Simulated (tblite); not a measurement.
# C4H15NOSi3: the cost of one run

Computed with tblite 0.8.0 and PySCF 2.14.0, with density-fitted response routines of our own, on a single molecule, in the gas phase or a continuum. Atoms are numbered from 0 throughout.

## 1. The molecule as given

24 atoms, charge 0, multiplicity 1; geometry from: force field or distance geometry start.

Bonds of the start (Å): C0–N1 1.44, N1–C2 1.46, N1–C3 1.43, C3–O4 1.28, C3–Si5 1.82, Si5–C6 1.89, C6–Si7 1.88, C6–Si8 1.89, C0–H9 1.12, C0–H10 1.08, C0–H11 1.13, C2–H12 1.12, C2–H13 1.09, C2–H14 1.12, Si5–H15 1.50, Si5–H16 1.44, C6–H17 1.09, Si7–H18 1.48, Si7–H19 1.47, Si7–H20 1.49, Si8–H21 1.47, Si8–H22 1.47, Si8–H23 1.48.

## 2. Geometry optimisation with GFN2-xTB

What the job is given:

```
{"job": {"kind": "relax", "xc": "GFN2-xTB", "basis": "xTB"}, "charge": 0, "multiplicity": 1}
C     -2.874900    -0.847400    -0.418000
N     -2.319700     0.303400     0.243300
C     -3.258500     1.318300     0.706700
C     -0.922900     0.479500     0.479400
O     -0.537500     1.526900     1.100300
Si     0.357000    -0.720500    -0.021500
C      1.865400     0.110200    -0.808700
Si     2.841000     1.109800     0.442300
Si     2.982900    -1.336200    -1.294500
H     -3.039500    -0.533800    -1.477800
H     -2.203000    -1.692300    -0.374800
H     -3.887900    -1.061300     0.038100
H     -4.142000     0.809700     1.172100
H     -2.785800     1.990300     1.415700
H     -3.624000     1.817700    -0.224600
H      0.910400    -1.337500     1.230000
H     -0.227300    -1.707500    -0.893100
H      1.607600     0.678400    -1.703900
H      4.275700     0.765300     0.330700
H      2.401300     0.896300     1.829800
H      2.753100     2.558500     0.125000
H      2.345300    -2.609300    -0.927500
H      4.240300    -1.249200    -0.543700
H      3.231100    -1.249500    -2.750800
```

Run with:

```sh
> OMP_NUM_THREADS=1 python probes_run.py task.json out
```

This one command runs all jobs of the session in turn.

**Question.** How long does this first job take on 1 thread of Arm Neoverse V1, shared host, and how much memory does it need?

About 2.5 s, with a peak of 0.18 GiB.
